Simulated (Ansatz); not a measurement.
# TeS2: the cost of one run

Computed with Ansatz 0.2.0 (DFT PBE, scalar-relativistic, plane waves, PAW, unless a step's input says otherwise).

## 1. The system as given

The structure is hexagonal, space group P6/mmm (No. 191). The conventional cell has a = 4.221 Å, b = 4.221 Å, c = 4.557 Å, α = 90.00°, β = 90.00°, γ = 120.00°. Around Te (site symmetry 6/mmm) lie 12 S at 3.34 Å. Around S (site symmetry -6m2) lie 3 S at 2.44 Å.

As a file:

```
Te S
1.0
     4.22074    0.00000    0.00000
    -2.11037    3.65527    0.00000
     0.00000    0.00000    4.55728
Te S
1 2
Direct
  0.00000 0.00000 0.00000
  0.33333 0.66667 0.50000
  0.66667 0.33333 0.50000
```

This is candidate A: AlB2 type (P6/mmm, No. 191).

(A quick probe on a coarse mesh, which set the mesh and smearing, is not shown.)

## 3. The relaxation (candidate A)

input.yaml reads:

```yaml
crystal:
  lattice:
    - [4.2207390144, 0.0, 0.0]
    - [-2.1103695072, 3.6552672092, 0.0]
    - [0.0, 0.0, 4.5572763444]
  atoms:
    - { symbol: Te, position: [0.0, 0.0, 0.0] }
    - { symbol: S, position: [0.3333333333, 0.6666666667, 0.5] }
    - { symbol: S, position: [0.6666666667, 0.3333333333, 0.5] }
basis:
  ecutwfc: 420
kpoints:
  mp_grid: { grid: [12, 12, 10] }
hamiltonian:
  xc: pbe
scf:
  occupations: { method: gaussian, width: 0.1 }
output:
  forces: true
  stress: true
  eigenvalues: true
relax:
  adjacent_minimum: "off"
  f_tol: 0.01
  max_steps: 80
  cell: { stress_tol: 0.05 }
```

Run with:

```bash
$ ansatz run input.yaml --threads 1 --pin off --max-ram 2560MiB --backend cpu --events-out ev --progress --plain --runs-dir out
```

What time and memory should one allow on 1 thread of Intel Xeon 6975P-C (Granite Rapids), shared host?

About 35 s, with a peak of 0.48 GiB.
